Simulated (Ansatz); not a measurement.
**GeH (doublet): B3LYP, CAM-B3LYP over a scan of the distance Ge1–H2, cc-pVTZ**

Aim: run GeH (doublet) with these functionals over a scan of the distance Ge1–H2, and hold them against the top wave-function level at the same points.

Program: Ansatz 0.2.0, Gaussian basis. Level of theory: cc-pVTZ, all electrons in the functionals. These are calculated values, not measurements.

To be run: B3LYP, CAM-B3LYP, at 1.312 Å; 1.434 Å; 1.601 Å; 1.784 Å; 1.946 Å; 2.265 Å; 2.550 Å; 2.918 Å; 3.483 Å; 4.372 Å; 5.486 Å.

19 further runs of the same task are left out: 13 that didn't finish, 6 set aside as unsound or not needed.

## 1. The system

The geometry derives from a PBE0/def2-TZVP stationary point (not a proven minimum). One bond is set to the value named and the two fragments are kept rigid. No spin-orbit coupling is included. The filled d shell of Ge may be among the frozen orbitals whatever the setting's name suggests; the logs give the count.

2 atoms, charge 0, spin multiplicity 2.

Atoms are counted from 1 here; the program's logs count them from 0.

Bond lengths: Ge1–H2 1.601 Å.

No dispersion term is added. B3LYP takes the VWN-RPA correlation.

The geometry shown and the zero of energy belong to the point 1.601 Å. The yardstick, FCI, and other wave-function levels (R restricted, U unrestricted, valence and pair active spaces) come from earlier runs.

## 2. B3LYP, 1.312 Å

The input, in.yaml:

```yaml
crystal:
  periodic: [false, false, false]
  atoms:
    - {symbol: Ge, position_ang: [0.000000, 0.000000, 0.000000]}
    - {symbol: H, position_ang: [0.000000, 0.000000, 1.312000]}
basis:
  gaussian: {orbitals: cc-pVTZ}
magnetization: {spin_polarized: true, initial_magnetization: 1}
hamiltonian: {xc: {name: B3LYP}}
```

On the command line:

```sh
$ ansatz run in.yaml --threads 1 --pin off --events-out ev --progress --plain --max-ram 2393MiB
```

After this run come: B3LYP, 1.434 Å; B3LYP, 1.601 Å; B3LYP, 1.784 Å; B3LYP, 1.946 Å; B3LYP, 2.265 Å; B3LYP, 2.550 Å; B3LYP, 2.918 Å; B3LYP, 3.483 Å; B3LYP, 4.372 Å; B3LYP, 5.486 Å; CAM-B3LYP, 1.312 Å; CAM-B3LYP, 1.434 Å; CAM-B3LYP, 1.601 Å; CAM-B3LYP, 1.784 Å; CAM-B3LYP, 1.946 Å; CAM-B3LYP, 2.265 Å; CAM-B3LYP, 2.550 Å; CAM-B3LYP, 2.918 Å; CAM-B3LYP, 3.483 Å; CAM-B3LYP, 4.372 Å; CAM-B3LYP, 5.486 Å.

**Question.** What will the summary of the whole plan be? Wanted: span of the FCI curve; largest miss, B3LYP; largest miss, CAM-B3LYP.

The runs gave:

```
               quantity                   value
  span of the FCI curve            276.7 kJ/mol
    largest miss, B3LYP  +13.1 kJ/mol (5.486 Å)
largest miss, CAM-B3LYP  +19.9 kJ/mol (2.550 Å)
```

In words: Of the functionals, B3LYP keep the smallest largest miss at the points compared (at most 13.1 kJ/mol) and CAM-B3LYP strays most (19.9 kJ/mol, at 2.550 Å). B3LYP, CAM-B3LYP clearly break the spin symmetry at some points (⟨S²⟩ up to 1.00 above the pure value), so energy there is bought with a mixed spin. Functionals and the yardstick converge differently with the basis, so part of each miss in cc-pVTZ is the basis.
